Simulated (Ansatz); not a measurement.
## InO, space group P-6m2: a comparison of norm-conserving and PAW potentials, step by step

Program: Ansatz 0.2.0, Python API.

Notebook, run cell by cell (the value of a cell's last expression is shown):

In [1]:
```python
import ansatz as az
import numpy as np
from pymatgen.core import Lattice, Structure
from pymatgen.io.ase import AseAtomsAdaptor
```

In [2]:
```python
def count_gap(report):
    # lowest empty less highest filled band, counting bands; zero where they overlap
    return max(report.get("gap_by_band_count_ev") or 0.0, 0.0)
```

In [3]:
```python
pmg_structure = Structure(
    Lattice([(3.4536138, 0.0, 0.0), (-1.7268069, 2.99091729, 0.0), (0.0, 0.0, 15.8771)]),
    ["In", "In", "O", "O"],
    [
        (2 / 3, 1 / 3, 0.590021),
        (2 / 3, 1 / 3, 0.409979),
        (0.0, 0.0, 0.639867),
        (0.0, 0.0, 0.360133),
    ],
)
xtal = az.Crystal.from_ase(AseAtomsAdaptor.get_atoms(pmg_structure))
```

In [4]:
```python
calc = (
    xtal.calculation()
    .scf(tolerance=1e-07)
    .kpoints(6, 6, 1)
    .functional("pbe")
    .occupations(az.OccupationsMethod.FIXED)
    .stress()
    .forces()
    .band_table()
)
variants = {
    "PAW": calc.pseudopotentials("paw"),
    "norm-conserving": calc.pseudopotentials("nc"),
}
rows = []
for label, variant in variants.items():
    r = variant.run().report
    levels = np.array(r["eigenvalues_ev"][0]) - r["fermi_energy_ev"]
    print(label, "levels at the first k-point near E_F:", np.round(levels[np.abs(levels) < 5], 3))
    rows.append((label, r["n_electrons"], np.trace(r["stress_gpa"]) / 3, float(np.abs(r["forces_ev_ang"]).max()), count_gap(r)))
lines = [",".join(["treatment", "electrons in bands", "P GPa", "max force component eV/A", "gap by band count eV"])] + [",".join(f"{v:.4f}" if isinstance(v, float) else str(v) for v in row) for row in rows]
print("\n".join(lines))
with open("nc_paw.csv", "w") as handle:
    handle.write("\n".join(lines) + "\n")
```
```text
DeckWarning: basis.ecutwfc = 420 eV, auto-derived from the records' recommended cutoffs: set by In (normal level)
DeckWarning: output.stress: scf.convergence.dr2_threshold = 1e-7 eV (the SCF's general default) is looser than the 4e-10 eV advised for a printed stress (1e-10 eV for each atom of the cell: 4). What an SCF threshold leaves in a stress goes as its square root, and in the free energy as the threshold itself, and one [...]
PAW levels at the first k-point near E_F: [-2.877 -1.711 -1.711 -1.679 -1.679 -0.728  0.371  3.276]
DeckWarning: basis.ecutwfc = 1240 eV, auto-derived from the records' recommended cutoffs: set by O (normal level)
norm-conserving levels at the first k-point near E_F: [-2.862 -1.709 -1.709 -1.677 -1.677 -0.728  0.366  3.281]
treatment,electrons in bands,P GPa,max force component eV/A,gap by band count eV
PAW,38.0000,-0.1714,0.0460,0.3715
norm-conserving,38.0000,-0.0832,0.0390,0.3660
```

PAW gives -0.171 GPa and norm-conserving -0.083 GPa, 0.09 GPa apart. They took 2.6 and 15.4 s of processor time.

The settings weren't tested for convergence. Semilocal gaps usually lie well under measured ones. The cell holds layers, chains or clusters in vacuum, no bulk phase; its stress is averaged over the vacuum too and scales with the cell's height. The Fermi level of a run with fixed occupations marks the highest occupied state on its mesh, not mid-gap. This cell is a computed structure, which may not be the phase found in nature. Levels are Kohn-Sham eigenvalues on this mesh, without spin-orbit coupling. Warnings are shown shortened and without file and line. Stress is positive in compression. It ran for 19 s on 1 thread of Arm Neoverse V1, on a shared host, peak memory 0.72 GiB.

(Lines on the test bed's own set-up are left out of the output.)
